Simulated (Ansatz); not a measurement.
**CH6BNOSi: a ladder of functionals and wavefunction methods**

The task here is to estimate one member of a computed series from the others.

Method: functionals in def2-TZVPP, the program's frozen cores in correlated methods; program: Ansatz 0.2.0, Gaussian basis.

Levels to be run: LDA (SPW92), PBE-D4, revPBE-D4, BLYP-D4, r2SCAN-D4, B97M-V, PBE0-D4, B3LYP-D4, r2SCANh-D4, r2SCAN0-D4, HSE06-D4, BHLYP-D4, CAM-B3LYP-D4, LC-ωPBE, ωB97X-V, ωB97M-V, B2PLYP, PBE-QIDH; CCSD(T)/def2-SVP; CCSD(T)/def2-TZVPP; MP2/def2-QZVPP; extrapolation to the limit; RPA on PBE.

## The geometry

All runs share one geometry, relaxed beforehand with PBE0-D4 in a triple-zeta def2 set.

SMILES `N=C([SiH3])BO`, 11 atoms, charge 0, spin multiplicity 1.

Atoms are counted from 1 here; the program's logs count them from 0.

Bond lengths: N1–C2 1.282 Å, N1–H6 1.025 Å, C2–Si3 1.903 Å, C2–B4 1.576 Å, Si3–H7 1.486 Å, Si3–H8 1.486 Å, Si3–H9 1.490 Å, B4–O5 1.352 Å, B4–H10 1.198 Å, O5–H11 0.960 Å. Angles: C2–N1–H6 111.8°, N1–C2–Si3 122.7°, N1–C2–B4 116.4°, Si3–C2–B4 120.8°, C2–Si3–H7 111.1°, C2–Si3–H8 111.1°, C2–Si3–H9 106.8°, H7–Si3–H8 108.7°, H7–Si3–H9 109.5°, H8–Si3–H9 109.5°, C2–B4–O5 116.4°, C2–B4–H10 121.9°, O5–B4–H10 121.8°, B4–O5–H11 114.0°.

Geometry (Å):

```xyz
11
charge 0, multiplicity 1
N    -0.6691    1.7202    0.5737
C    -0.2263    0.6011    0.1324
Si    0.2332   -0.8473    1.2776
B    -0.0762    0.4740   -1.4313
O     0.3884   -0.7079   -1.8962
H    -0.7388    1.7253    1.5967
H    -0.5943   -2.0465    0.9835
H     1.6673   -1.2105    1.1330
H    -0.0272   -0.3923    2.6724
H    -0.3583    1.3754   -2.1690
H     0.4665   -0.7485   -2.8523
```

Set-up of the first run:

File in.yaml:

```yaml
crystal:
  periodic: [false, false, false]
  atoms:
    - {symbol: N, position_ang: [-0.669096, 1.720219, 0.573664]}
    - {symbol: C, position_ang: [-0.226306, 0.601054, 0.132427]}
    - {symbol: Si, position_ang: [0.233224, -0.847347, 1.277561]}
    - {symbol: B, position_ang: [-0.076204, 0.474041, -1.431334]}
    - {symbol: O, position_ang: [0.388406, -0.707883, -1.896243]}
    - {symbol: H, position_ang: [-0.738763, 1.725279, 1.596722]}
    - {symbol: H, position_ang: [-0.594264, -2.046533, 0.983546]}
    - {symbol: H, position_ang: [1.667288, -1.210453, 1.133026]}
    - {symbol: H, position_ang: [-0.027192, -0.392276, 2.672416]}
    - {symbol: H, position_ang: [-0.358252, 1.375416, -2.169010]}
    - {symbol: H, position_ang: [0.466461, -0.748518, -2.852274]}
basis:
  gaussian: {orbitals: def2-TZVPP}
hamiltonian: {xc: lda}
output: {orbitals: {seedname: orbitals}}
```

Among the steps run: LDA; PBE-D4 (GGA); revPBE-D4 (GGA); BLYP-D4 (GGA); r2SCAN-D4 (meta-GGA); B97M-V (meta-GGA); PBE0-D4 (hybrid); B3LYP-D4 (hybrid); r2SCANh-D4 (hybrid); r2SCAN0-D4 (hybrid); HSE06-D4 (hybrid); BHLYP-D4 (hybrid); CAM-B3LYP-D4 (range-separated); LC-ωPBE (range-separated); ωB97X-V (range-separated); ωB97M-V (range-separated); B2PLYP (double hybrid); PBE-QIDH (double hybrid).

One table of the session follows, with a row left open; its other results are not shown here.

It belongs to the step «Frontier levels by functional». 

```
  functional  HOMO (eV)  LUMO (eV)  gap (eV)
 LDA (SPW92)      -5.65      -3.12      2.52
      PBE-D4      -5.56      -2.88      2.68
   revPBE-D4      -5.51      -2.78      2.73
     BLYP-D4      -5.46      -2.71      2.75
   r2SCAN-D4      -5.81      -2.71      3.09
      B97M-V      -6.03      -2.69      3.34
     PBE0-D4      -6.93      -1.83      5.11
    B3LYP-D4      -6.73      -2.04      4.68
  r2SCANh-D4      -6.32      -2.32      4.00
  r2SCAN0-D4      -7.10      -1.74      5.36
    HSE06-D4      -6.53      -2.22      4.32
    BHLYP-D4          ?          ?         ?
CAM-B3LYP-D4      -8.33      -0.61      7.72
     LC-ωPBE      -9.64       0.58     10.21
     ωB97X-V      -9.32       0.49      9.82
     ωB97M-V      -9.21       0.38      9.59
```

Estimate the missing values for BHLYP-D4.

Worked estimate for «HOMO (eV)». Against the share of exact exchange, BLYP-D4 (0, -5.46), B3LYP-D4 (0.2, -6.73) give a slope of -6.35 per unit share; at 0.5 the line stands at -8.63.

**Answer.** HOMO (eV): -8.27; LUMO (eV): -0.65; gap (eV): 7.61. In «HOMO (eV)» the line misses by -0.36.
